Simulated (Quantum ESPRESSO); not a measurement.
# Fe in Quantum ESPRESSO: notebook

The runs below take Fe through work function, with PBE.

Everything below comes from runs of Quantum ESPRESSO 7.5. Logs are shortened: lines on timing, memory, paths and dates and some standing lists are left out, and cuts for length are marked.

## Step 1: The sheet as given

The cell holds a sheet with vacuum, 1 atom: a = 2.311 Å, b = 2.311 Å, c = 23.800 Å, α = 90.00°, β = 90.00°, γ = 90.00°.

The cell was built by a generator and needn't be a form met in nature.

## Step 2: Work function, PBE, collinear spin, ferromagnetic start

File pw.in:

```
&CONTROL
  calculation = 'scf'
  prefix = 'pwscf'
  outdir = './tmp'
  pseudo_dir = './pseudo'
  tprnfor = .true.
  disk_io = 'low'
/
&SYSTEM
  ibrav = 0
  celldm(1) = 8
  nat = 1
  ntyp = 1
  ecutwfc = 54
  nbnd = 17
  occupations = 'smearing'
  smearing = 'fd'
  degauss = 0.00367493
  nspin = 2
  starting_magnetization(1) = 0.1875
/
&ELECTRONS
  conv_thr = 1d-09
  electron_maxstep = 150
  mixing_beta = 0.3
  mixing_mode = 'local-TF'
/
ATOMIC_SPECIES
Fe    55.8450 Fe.upf
CELL_PARAMETERS alat
  0.5459395152467   0.0000000000000   0.0000000000000
  0.0000000000000   0.5459395152467   0.0000000000000
  0.0000000000000   0.0000000000000   5.6219352207617
ATOMIC_POSITIONS crystal
Fe     0.0000000000    0.0000000000    0.2941200000
K_POINTS automatic
11 11 1 0 0 0
```

File pp_density.in:

```
&INPUTPP
  prefix = 'pwscf'
  outdir = './tmp'
  filplot = 'density.dat'
  plot_num = 0
/
&PLOT
  nfile = 1
  filepp(1) = 'density.dat'
  iflag = 3
  output_format = 6
  fileout = 'density.cube'
/
```

File pp_potential.in:

```
&INPUTPP
  prefix = 'pwscf'
  outdir = './tmp'
  filplot = 'potential.dat'
  plot_num = 11
/
&PLOT
  nfile = 1
  filepp(1) = 'potential.dat'
  iflag = 3
  output_format = 6
  fileout = 'potential.cube'
/
```

File pp_spin.in:

```
&INPUTPP
  prefix = 'pwscf'
  outdir = './tmp'
  filplot = 'spin.dat'
  plot_num = 6
/
&PLOT
  nfile = 1
  filepp(1) = 'spin.dat'
  iflag = 3
  output_format = 6
  fileout = 'spin.cube'
/
```

File pp_elf.in:

```
&INPUTPP
  prefix = 'pwscf'
  outdir = './tmp'
  filplot = 'elf.dat'
  plot_num = 8
/
&PLOT
  nfile = 1
  filepp(1) = 'elf.dat'
  iflag = 3
  output_format = 6
  fileout = 'elf.cube'
/
```

Potentials or basis: PseudoDojo 0.4.1 SR PBE standard.

Started as:

```console
$ OMP_NUM_THREADS=1 mpirun -n 2 pw.x -nk 2 -in pw.in > pw.out
$ OMP_NUM_THREADS=1 mpirun -n 1 pp.x -in pp_density.in > pp_density.out
$ OMP_NUM_THREADS=1 mpirun -n 1 pp.x -in pp_potential.in > pp_potential.out
$ OMP_NUM_THREADS=1 mpirun -n 1 pp.x -in pp_spin.in > pp_spin.out
$ OMP_NUM_THREADS=1 mpirun -n 1 pp.x -in pp_elf.in > pp_elf.out
```

pw.out:

```text
This program is part of the open-source Quantum ESPRESSO suite
     for quantum simulation of materials; please cite
         "P. Giannozzi et al., J. Phys.:Condens. Matter 21 395502 (2009);
         "P. Giannozzi et al., J. Phys.:Condens. Matter 29 465901 (2017);
         "P. Giannozzi et al., J. Chem. Phys. 152 154105 (2020);
     in publications or presentations arising from this work. More details at

     Message from routine setup:
     using ibrav=0 with symmetry is DISCOURAGED, use correct ibrav instead

     K-points division:     npool     =       2
     Subspace diagonalization in iterative solution of the eigenvalue problem:
     a serial algorithm will be used

     G-vector sticks info
     --------------------
     sticks:   dense  smooth     PW     G-vecs:    dense   smooth      PW
     Sum         333     333    101                46007    46007    8195

     Using Slab Decomposition

     bravais-lattice index     =            0
     lattice parameter (alat)  =       8.0000  a.u.
     unit-cell volume          =     857.9162 (a.u.)^3
     number of atoms/cell      =            1
     number of atomic types    =            1
     number of electrons       =        16.00
     number of Kohn-Sham states=           17
     kinetic-energy cutoff     =      54.0000  Ry
     charge density cutoff     =     216.0000  Ry
     scf convergence threshold =      1.0E-09
     mixing beta               =       0.3000
     number of iterations used =            8  local-TF  mixing
     Exchange-correlation= PBE
                           (   1   4   3   4   0   0   0)

     celldm(1)=   8.000000  celldm(2)=   0.000000  celldm(3)=   0.000000
     celldm(4)=   0.000000  celldm(5)=   0.000000  celldm(6)=   0.000000

     crystal axes: (cart. coord. in units of alat)
               a(1) = (   0.545940   0.000000   0.000000 )
               a(2) = (   0.000000   0.545940   0.000000 )
               a(3) = (   0.000000   0.000000   5.621935 )

     reciprocal axes: (cart. coord. in units 2 pi/alat)
               b(1) = (  1.831705  0.000000  0.000000 )
               b(2) = (  0.000000  1.831705  0.000000 )
               b(3) = (  0.000000  0.000000  0.177875 )

     PseudoPot. # 1 for Fe read from file:
     Fe.upf
     Pseudo is Norm-conserving + core correction, Zval = 16.0
     Generated using ONCVPSP code by D. R. Hamann
     Using radial grid of 1426 points,  6 beta functions with:
                l(1) =   0
                l(2) =   0
                l(3) =   1
                l(4) =   1
                l(5) =   2
                l(6) =   2

     atomic species   valence    mass     pseudopotential
     Fe               16.00    55.84500     Fe( 1.00)

     Starting magnetic structure
     atomic species   magnetization
     Fe              0.188

      8 Sym. Ops. (no inversion) found

   Cartesian axes

     site n.     atom                  positions (alat units)
         1        Fe     tau(   1) = (   0.0000000   0.0000000   1.6535236  )

     number of k points=    21  Fermi-Dirac smearing, width (Ry)=  0.0037
                       cart. coord. in units 2pi/alat
        k(    1) = (   0.0000000   0.0000000   0.0000000), wk =   0.0082645
        k(    2) = (   0.0000000   0.1665186   0.0000000), wk =   0.0330579
        k(    3) = (   0.0000000   0.3330372   0.0000000), wk =   0.0330579
        k(    4) = (   0.0000000   0.4995558   0.0000000), wk =   0.0330579
        k(    5) = (   0.0000000   0.6660745   0.0000000), wk =   0.0330579
        k(    6) = (   0.0000000   0.8325931   0.0000000), wk =   0.0330579
[... 13 lines left out ...]
        k(   20) = (   0.6660745   0.8325931   0.0000000), wk =   0.0661157
        k(   21) = (   0.8325931   0.8325931   0.0000000), wk =   0.0330579

     Dense  grid:    46007 G-vectors     FFT dimensions: (  24,  24, 216)

     Generating pointlists ...
     new r_m :   0.2252 (alat units)  1.8016 (a.u.) for type    1

     Initial potential from superposition of free atoms

     starting charge      15.9996, renormalised to      16.0000

     negative rho (up, down):  9.569E-04 6.547E-04
     Starting wfcs are   10 randomized atomic wfcs +    7 random wfcs

     Self-consistent Calculation

     iteration #  1     ecut=    54.00 Ry     beta= 0.30
     Davidson diagonalization with overlap
     ethr =  1.00E-02,  avg # of iterations =  7.6

     Threshold (ethr) on eigenvalues was too large:
     Diagonalizing with lowered threshold

     Davidson diagonalization with overlap
     ethr =  8.25E-04,  avg # of iterations =  1.1

     negative rho (up, down):  3.709E-04 2.202E-04

     total energy              =    -250.15462857 Ry
     estimated scf accuracy    <       0.13214821 Ry

     total magnetization       =     2.88 Bohr mag/cell
     absolute magnetization    =     2.89 Bohr mag/cell

     iteration #  2     ecut=    54.00 Ry     beta= 0.30
     Davidson diagonalization with overlap
     ethr =  8.26E-04,  avg # of iterations =  1.0

     negative rho (up, down):  5.378E-08 5.346E-08

     total energy              =    -250.13715097 Ry
     estimated scf accuracy    <       0.08331785 Ry

     total magnetization       =     2.89 Bohr mag/cell
     absolute magnetization    =     2.90 Bohr mag/cell

     iteration #  3     ecut=    54.00 Ry     beta= 0.30
     Davidson diagonalization with overlap
     ethr =  5.21E-04,  avg # of iterations =  2.0

     total energy              =    -250.14582630 Ry
     estimated scf accuracy    <       0.00947024 Ry
[... 158 lines left out ...]
     total energy              =    -250.14443061 Ry
     estimated scf accuracy    <          4.1E-09 Ry

     total magnetization       =     2.81 Bohr mag/cell
     absolute magnetization    =     2.89 Bohr mag/cell

     iteration # 18     ecut=    54.00 Ry     beta= 0.30
     Davidson diagonalization with overlap
     ethr =  2.56E-11,  avg # of iterations =  2.0

     total energy              =    -250.14443061 Ry
     estimated scf accuracy    <          1.7E-09 Ry

     total magnetization       =     2.81 Bohr mag/cell
     absolute magnetization    =     2.89 Bohr mag/cell

     iteration # 19     ecut=    54.00 Ry     beta= 0.30
     Davidson diagonalization with overlap
     ethr =  1.09E-11,  avg # of iterations =  1.9

     Magnetic moment per site  (integrated on atomic sphere of radius R)
     atom   1 (R=0.225)  charge= 14.0219  magn=  2.6965

     End of self-consistent calculation

 ------ SPIN UP ------------

          k = 0.0000 0.0000 0.0000 (  5737 PWs)   bands (ev):

   -92.0154 -58.1519 -57.4549 -57.4549  -8.4650  -6.4461  -5.6430  -3.5886
    -3.5886  -2.8790  -2.4950   1.5891   1.9546   2.0151   2.8903   3.1553
     4.5364

          k = 0.0000 0.1665 0.0000 (  5715 PWs)   bands (ev):

   -92.0092 -58.1437 -57.4960 -57.4473  -8.2020  -6.3183  -5.5559  -4.0254
    -3.5608  -2.9789  -1.9407   1.8148   2.1931   2.2435   3.1328   3.3811
     4.7800

          k = 0.0000 0.3330 0.0000 (  5690 PWs)   bands (ev):

   -91.9944 -58.1334 -57.6017 -57.4326  -7.5277  -5.8978  -5.3090  -4.7416
    -3.5102  -3.2039  -0.9120   2.4914   2.9037   2.9298   3.8524   4.0586
     5.5027

          k = 0.0000 0.4996 0.0000 (  5704 PWs)   bands (ev):

   -91.9770 -58.1196 -57.7440 -57.4254  -6.8333  -5.3731  -5.0547  -4.8562
    -3.6056  -3.4474   0.4114   3.6132   4.0738   4.0773   5.0344   5.1835
     6.6873

          k = 0.0000 0.6661 0.0000 (  5754 PWs)   bands (ev):

   -91.9632 -58.1085 -57.8825 -57.4245  -6.4245  -5.8438  -4.7043  -3.9875
    -3.4252  -3.3094   2.0245   5.0389   5.6171   5.7040   6.1438   6.6538
     6.9240
[... 75 lines left out ...]
   -91.9175 -58.0717 -57.9220 -57.7028  -6.3221  -5.6752  -4.6606  -4.6353
    -3.5209   1.4564   4.6916   6.2508   9.1561   9.3637   9.8660   9.9548
    10.9361

          k = 0.6661 0.6661 0.0000 (  5783 PWs)   bands (ev):

   -91.9106 -58.0668 -57.8402 -57.8247  -6.6278  -5.3628  -5.0637  -4.4749
    -3.0031   0.8261   5.9965   7.6298   8.8671   9.3921   9.4498  10.4266
    10.4446

          k = 0.6661 0.8326 0.0000 (  5787 PWs)   bands (ev):

   -91.9007 -58.0594 -57.9031 -57.8244  -6.8990  -5.4826  -5.0922  -4.3625
    -2.5006   2.9390   5.5524   7.9044  10.5533  10.8918  11.4679  11.5566
    12.1081

          k = 0.8326 0.8326 0.0000 (  5766 PWs)   bands (ev):

   -91.8893 -58.0525 -57.8924 -57.8849  -7.1776  -5.3699  -5.3345  -4.2240
    -1.7758   4.5678   5.7922   9.8170  10.9136  11.7228  11.7296  13.3227
    13.4222

 ------ SPIN DOWN ----------

          k = 0.0000 0.0000 0.0000 (  5737 PWs)   bands (ev):

   -89.1713 -54.7986 -54.5857 -54.5857  -7.8776  -4.4896  -2.7918  -2.1539
    -0.5539  -0.5539   0.5995   1.6904   1.9811   2.1108   2.9187   3.2996
     4.5935

          k = 0.0000 0.1665 0.0000 (  5715 PWs)   bands (ev):

   -89.1645 -54.7893 -54.6307 -54.5774  -7.6076  -4.3611  -2.6713  -2.2948
    -0.5223  -0.3542   0.4723   1.9146   2.2286   2.3361   3.1703   3.5216
     4.8442

          k = 0.0000 0.3330 0.0000 (  5690 PWs)   bands (ev):

   -89.1483 -54.7775 -54.7467 -54.5617  -6.8520  -4.0060  -2.6902  -2.3323
    -0.4622   0.1788   0.2303   2.5860   2.9515   3.0135   3.9051   4.1884
     5.5805

          k = 0.0000 0.4996 0.0000 (  5704 PWs)   bands (ev):

   -89.1296 -54.9024 -54.7619 -54.5539  -5.7928  -3.4122  -3.1745  -1.8714
    -0.3865  -0.2983   1.2866   3.6985   4.1302   4.1463   5.0954   5.2993
     6.7752

          k = 0.0000 0.6661 0.0000 (  5754 PWs)   bands (ev):

   -89.1145 -55.0537 -54.7493 -54.5533  -4.8289  -3.5844  -2.4982  -1.4178
    -0.7408  -0.3523   2.7580   5.2121   5.7246   5.7573   6.7192   6.7195
     7.3154
[... 75 lines left out ...]
   -89.0653 -55.0963 -54.8568 -54.7079  -4.1090  -3.2130  -1.8938  -1.7606
    -0.7313   2.4109   5.7996   7.0078   9.3987   9.5177   9.9157  10.0042
    10.9961

          k = 0.6661 0.6661 0.0000 (  5783 PWs)   bands (ev):

   -89.0579 -55.0074 -54.9893 -54.7024  -4.4631  -2.8543  -2.3755  -0.7818
    -0.7618   1.7371   6.6703   8.3564   8.9298   9.4515   9.5105  10.5048
    10.5516

          k = 0.6661 0.8326 0.0000 (  5787 PWs)   bands (ev):

   -89.0472 -55.0755 -54.9891 -54.6941  -4.6873  -2.9273  -2.4255  -0.6478
    -0.2040   3.7106   6.3544   8.5880  10.9165  10.9546  11.5264  11.5952
    12.5671

          k = 0.8326 0.8326 0.0000 (  5766 PWs)   bands (ev):

   -89.0350 -55.0635 -55.0551 -54.6863  -4.9721  -2.7582  -2.7011  -0.4427
     0.7102   5.1390   6.3103  10.4287  11.7350  12.0444  12.5986  13.5097
    13.6599

     the Fermi energy is    -2.5218 ev

!    total energy              =    -250.14443060 Ry
     estimated scf accuracy    <          3.4E-10 Ry
     smearing contrib. (-TS)   =      -0.00086918 Ry
     internal energy E=F+TS    =    -250.14356142 Ry

     The total energy is F=E-TS. E is the sum of the following terms:
     one-electron contribution =   -1231.15294656 Ry
     hartree contribution      =     612.87765413 Ry
     xc contribution           =     -35.34082804 Ry
     ewald contribution        =     403.47255905 Ry

     total magnetization       =     2.81 Bohr mag/cell
     absolute magnetization    =     2.89 Bohr mag/cell

     convergence has been achieved in  19 iterations

     Forces acting on atoms (cartesian axes, Ry/au):

     atom    1 type  1   force =     0.00000000    0.00000000    0.00000000

     Total force =     0.000000     Total SCF correction =     0.000006

=------------------------------------------------------------------------------=
   JOB DONE.
=------------------------------------------------------------------------------=
```

Wall time 2 min (2 MPI ranks of Arm Neoverse N1, shared host); peak memory 0.3 GiB.

The run converged, but some of its settings lie outside the range that counts as converged, so its numbers aren't taken as properties of the sheet.

What came out:

```
Free energy                                           : -3403.3884 eV
Band gap on the k mesh                                : none (metal or under the smearing width)
Net moment                                            : 2.81 μB per cell
Absolute moment                                       : 2.89 μB per cell
Site moments                                          : Fe +2.70 μB
Valence electrons inside the program's atomic spheres : Fe 14.02
Work function of the upper face                       : 4.72 eV
Work function of the lower face                       : 4.72 eV
```

Caveat: the cutoff lies well under what these potentials need, so the values aren't converged.

(Continued in part 2 of 2.)
